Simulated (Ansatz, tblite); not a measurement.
# The cluster LiB7−: a ladder of methods and basis sets

The task here is to estimate one member of a computed series from the others.

The runs use Ansatz 0.2.0, Gaussian basis; as each input shows.

Plan: GFN1-xTB, GFN2-xTB, PBE-D4/def2-TZVPD, r2SCAN-D4/def2-TZVPD, ωB97X-V/def2-TZVPD, B3LYP-D4/def2-TZVPD, B97M-V/def2-TZVPD, HF/STO-3G, CCSD(T)/def2-SVPD, MP2/def2-TZVPD.

2 further runs of the same task are left out: 2 set aside as unsound or not needed. Runs told in other sessions of the task aren't counted.

## The relaxed structure

The geometry is that of the doublet, from an earlier relaxation (B3LYP-D4/def2-SVPD). At that level it is the lowest of the isomers that a small search found.

8 atoms, charge -1, spin multiplicity 2.

Bond lengths: Li1–B2 2.289 Å, Li1–B3 2.290 Å, Li1–B4 2.289 Å, Li1–B5 2.169 Å, Li1–B6 2.335 Å, Li1–B7 2.290 Å, Li1–B8 2.334 Å, B2–B4 1.641 Å, B2–B5 1.681 Å, B2–B6 1.589 Å, B3–B5 1.681 Å, B3–B7 1.641 Å, B3–B8 1.589 Å, B4–B5 1.681 Å, B4–B8 1.588 Å, B5–B6 1.698 Å, B5–B7 1.681 Å, B5–B8 1.699 Å and more. Angles: B2–Li1–B3 88.4°, B2–Li1–B4 42.0°, B2–Li1–B5 44.2°, B2–Li1–B6 40.2°, B2–Li1–B7 73.4°, B2–Li1–B8 74.6°, B3–Li1–B4 73.4°, B3–Li1–B5 44.2°, B3–Li1–B6 74.6°, B3–Li1–B7 42.0°, B3–Li1–B8 40.2°, B4–Li1–B5 44.2°, B4–Li1–B6 74.6°, B4–Li1–B7 88.4°, B4–Li1–B8 40.2°, B5–Li1–B6 44.1°, B5–Li1–B7 44.2°, B5–Li1–B8 44.1° and more.

The ion is computed in the gas phase, without counter-ions or solvent.

PBE0-D4/def2-TZVPD was run before; its log isn't repeated, and its numbers join the tables.

The first run:

Tight binding, by tblite at 300 K electronic temperature and without a spin-polarisation term:

```python
tblite.interface.Calculator('GFN1-xTB', numbers, positions, charge=-1, uhf=1).singlepoint()
```

Tight binding, by tblite at 300 K electronic temperature and without a spin-polarisation term:

```python
tblite.interface.Calculator('GFN2-xTB', numbers, positions, charge=-1, uhf=1).singlepoint()
```

start.molden holds the orbitals of an earlier run on this state, given as this run's starting guess.

File in.yaml:

```yaml
crystal:
  periodic: [false, false, false]
  atoms:
    - {symbol: Li, position_ang: [0.700400, 0.744111, 1.112961]}
    - {symbol: B, position_ang: [0.959612, -1.279639, 0.074531]}
    - {symbol: B, position_ang: [-1.080634, 1.150906, -0.267179]}
    - {symbol: B, position_ang: [1.284319, -0.044292, -0.955076]}
    - {symbol: B, position_ang: [-0.305169, -0.324279, -0.484944]}
    - {symbol: B, position_ang: [-0.398638, -1.304594, 0.898598]}
    - {symbol: B, position_ang: [-1.405725, -0.084337, 0.762747]}
    - {symbol: B, position_ang: [0.245826, 1.142114, -1.141629]}
basis:
  gaussian: {orbitals: def2-TZVPD, initial_orbitals: start.molden}
total_charge: -1
magnetization: {spin_polarized: true, initial_magnetization: 1}
hamiltonian: {xc: pbe, dispersion: d4}
scf: {omitted_lower_state_checks: [starts]}
output: {forces: true, orbitals: {seedname: orbitals}}
```

Run with:

```
$ ansatz run in.yaml --threads 4 --pin off --events-out ev --progress --plain --max-ram 4787MiB
```

Among the steps run: PBE-D4/def2-TZVPD; r2SCAN-D4/def2-TZVPD; ωB97X-V/def2-TZVPD; B3LYP-D4/def2-TZVPD; B97M-V/def2-TZVPD; HF/STO-3G; CCSD(T)/def2-SVPD; MP2/def2-TZVPD.

One table of the session follows, with a row left open; its other results are not shown here.

It belongs to the step «Levels side by side». 

```
               level  LUMO (eV)  gap (eV)
           HF/STO-3G       8.48      7.00
   PBE-D4/def2-TZVPD       0.38      0.39
r2SCAN-D4/def2-TZVPD       0.80      0.94
   B97M-V/def2-TZVPD       0.68      0.73
 B3LYP-D4/def2-TZVPD       1.00      1.52
  PBE0-D4/def2-TZVPD          ?         ?
  ωB97X-V/def2-TZVPD       2.86      5.45
```

Estimate the missing values for PBE0-D4/def2-TZVPD.

**Answer.** LUMO (eV): 1.21; gap (eV): 1.96. In the column «LUMO (eV)» it lies between B3LYP-D4/def2-TZVPD (1.00) and ωB97X-V/def2-TZVPD (2.86).

To keep in mind: Notes on CCSD(T)/def2-SVPD: spin contamination. The anion's highest level is positive in at least one run, so there the basis alone may hold the extra electron.
